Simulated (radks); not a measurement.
# Hf¹⁵⁺ in [Kr] 4d9 4f11 5d1: an all-electron calculation

Aim: the levels, the sizes of the orbitals and the parts of the energy of the hafnium ion Hf15+.

Method: scalar-relativistic Kohn-Sham, PBE, spin-unpolarised, spherical densities, finite nucleus. Code: radks (a radial shooting solver on a logarithmic mesh, Libxc functionals) version 1.

## 1. The atom as given

```
element            : hafnium (Z = 72)
charge             : +15
electrons          : 57
configuration      : [Kr] 4d9 4f11 5d1
nuclear rms radius : 5.347 fm
```

The outer shells:

Hf¹⁵⁺
```
[Kr] core
4d [↑↓][↑↓][↑↓][↑↓][↑ ]
4f [↑↓][↑↓][↑↓][↑↓][↑ ][↑ ][↑ ]
5d [↑ ][  ][  ][  ][  ]
```

## 2. The calculation

The run's settings:

```text
Z 72
configuration [Kr] 4d9 4f11 5d1
relativity scalar-relativistic
functional pbe,pbe
spin unpolarised
nucleus finite rms 5.347 fm
c 137.035999084
```

Started as:

```console
python run_ks.py task.json out
```

The same process makes all the runs of this session.

What does the calculation give?

The runs gave:

```
                        quantity                value
                    total energy  -14987.1193 hartree
exchange-correlation share of it               1.97 %
                            −T/E               1.0958
          highest occupied level       5d, -240.58 eV
    most extended occupied level  5d, <r> = 1.17 bohr
 radius at density 0.001 e/bohr³            2.14 bohr
    maxima of the radial density                    4
```

**Reading.** The radial density shows 4 maxima for 5 occupied principal shells; where shells overlap, one shows as a shoulder or not at all. Relativity lifts −T/E to 1.096. This is not the tabulated ground configuration, so its levels and sizes aren't those of the ground state, and no measured value stands beside it.
